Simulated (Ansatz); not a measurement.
# CH4GeO: small, medium and large basis sets

How large a basis does CH4GeO need? Two functionals are run in growing sets.

Program: Ansatz 0.2.0, Gaussian basis. Level of theory: one geometry, several basis sets. These are calculated values, not measurements.

The runs, in order: PBE0-D4/def2-SVP; ωB97M-V/def2-SVP; PBE0-D4/def2-QZVPP; ωB97M-V/def2-QZVPP; the functionals' def2-TZVPP values are taken from earlier runs.

## Step 1: The relaxed structure

The geometry comes from an earlier relaxation with PBE0-D4 in a triple-zeta def2 set; it is a stationary point, not always the lowest conformer.

7 atoms, charge 0, spin multiplicity 1.

Atoms are counted from 1 here; the program's logs count them from 0.

Bond lengths: O1–C2 1.199 Å, C2–Ge3 2.006 Å, C2–H4 1.116 Å, Ge3–H5 1.538 Å, Ge3–H6 1.531 Å, Ge3–H7 1.538 Å. Angles: O1–C2–Ge3 123.0°, O1–C2–H4 119.9°, Ge3–C2–H4 117.1°, C2–Ge3–H5 108.5°, C2–Ge3–H6 109.1°, C2–Ge3–H7 108.4°, H5–Ge3–H6 111.1°, H5–Ge3–H7 108.5°, H6–Ge3–H7 111.1°.

Coordinates:

| atom | x (Å) | y (Å) | z (Å) |
| --- | --- | --- | --- |
| O1 | -0.8329 | -1.5399 | 1.1660 |
| C2 | -0.4188 | -1.1139 | 0.1248 |
| Ge3 | 0.2990 | 0.7479 | -0.0848 |
| H4 | -0.4222 | -1.7630 | -0.7831 |
| H5 | -0.5326 | 1.4727 | -1.1562 |
| H6 | 0.2148 | 1.4717 | 1.2620 |
| H7 | 1.7539 | 0.6563 | -0.5744 |

## Step 2: PBE0-D4 in def2-SVP

File in.yaml:

```yaml
crystal:
  periodic: [false, false, false]
  atoms:
    - {symbol: O, position_ang: [-0.832873, -1.539854, 1.165992]}
    - {symbol: C, position_ang: [-0.418791, -1.113873, 0.124826]}
    - {symbol: Ge, position_ang: [0.298983, 0.747911, -0.084807]}
    - {symbol: H, position_ang: [-0.422155, -1.762987, -0.783070]}
    - {symbol: H, position_ang: [-0.532643, 1.472745, -1.156174]}
    - {symbol: H, position_ang: [0.214790, 1.471668, 1.261997]}
    - {symbol: H, position_ang: [1.753888, 0.656291, -0.574363]}
basis:
  gaussian: {orbitals: def2-SVP}
hamiltonian: {xc: pbe0, dispersion: d4}
output: {orbitals: {seedname: orbitals}}
```

Command:

```
$ ansatz run in.yaml --threads 2 --pin off --events-out ev --progress --plain --max-ram 4352MiB
```

The runs that follow: ωB97M-V in def2-SVP; PBE0-D4 in def2-QZVPP; ωB97M-V in def2-QZVPP.

Before running them: what should the planned runs give, taken together? Wanted: PBE0-D4: double and triple zeta above quadruple; ωB97M-V: double and triple zeta above quadruple.

The runs gave:

```
                                       quantity           value
PBE0-D4: double and triple zeta above quadruple  12.19, 1.40 eV
ωB97M-V: double and triple zeta above quadruple  12.27, 1.37 eV
```

In words: For PBE0-D4 the step from double to triple zeta gains 10.79 eV and the next only 1.40 eV. Total energies overstate the basis error of differences, where much of it tends to cancel.
